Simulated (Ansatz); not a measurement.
# MgB2: the cost of one run

Method: DFT LDA, scalar-relativistic, in Ansatz 0.2.0.

2 further runs of the same task are left out: 2 set aside as unsound or not needed.

## (1) The system as given

The structure is hexagonal, space group P6/mmm (No. 191). The conventional cell has a = 3.085 Å, b = 3.085 Å, c = 3.523 Å, α = 90.00°, β = 90.00°, γ = 120.00°. Mg (site symmetry 6/mmm) has 12 B at 2.51 Å as nearest neighbours. B (site symmetry -6m2) has 3 B at 1.78 Å and 6 Mg at 2.51 Å as nearest neighbours.

As a file:

```cif
data_structure
_symmetry_space_group_name_H-M 'P 1'
_symmetry_Int_Tables_number 1
_cell_length_a 3.0850
_cell_length_b 3.0850
_cell_length_c 3.5230
_cell_angle_alpha 90.000
_cell_angle_beta 90.000
_cell_angle_gamma 120.000
_cell_volume 29.04
loop_
_atom_site_label
_atom_site_type_symbol
_atom_site_fract_x
_atom_site_fract_y
_atom_site_fract_z
_atom_site_occupancy
Mg1 Mg 0.00000 0.00000 0.00000 1
B1 B 0.33333 0.66667 0.50000 1
B2 B 0.66667 0.33333 0.50000 1
```

Atoms are numbered in the order of the input: Mg1, B2, B3.

## (2) After the deformation

Space group P6/mmm before, P6/mmm after.

## (3) LAPW, all electrons

Contents of input.yaml:

```yaml
crystal:
  lattice:
    - [3.1158507126, 0.0, 0.0]
    - [-1.5579253563, 2.6984058715, 0.0]
    - [0.0, 0.0, 3.523]
  atoms:
    - { symbol: Mg, position: [0.0, 0.0, 0.0] }
    - { symbol: B, position: [0.3333333333, 0.6666666667, 0.5] }
    - { symbol: B, position: [0.6666666667, 0.3333333333, 0.5] }
kpoints:
  mp_grid: { grid: [12, 12, 9] }
  band_path:
    path:
      - [0.0, 0.0, 0.0]
      - [0.5, 0.0, 0.0]
      - [0.3333333333, 0.3333333333, 0.0]
      - [0.0, 0.0, 0.0]
      - [0.0, 0.0, 0.5]
      - [0.5, 0.0, 0.5]
      - [0.3333333333, 0.3333333333, 0.5]
      - [0.0, 0.0, 0.5]
      - [0.5, 0.0, 0.5]
    npoints: 5
scf:
  occupations: { method: fermi_dirac, width: 0.05 }
hamiltonian:
  xc: lda
  pseudopotentials: { kind: all_electron, lapw: { basis_error: 0.0005 } }
output:
  forces: true
  stress: true
  eigenvalues: true
```

Started as:

```
> ansatz run input.yaml --threads 1 --pin off --max-ram 6144MiB --backend cpu --events-out ev --progress --plain --runs-dir out
```

**Question.** How long does this run take on 1 thread of Intel Xeon Platinum 8488C (Sapphire Rapids), shared host, and how much memory does it need?

About 9.3 s, with a peak of 0.39 GiB.
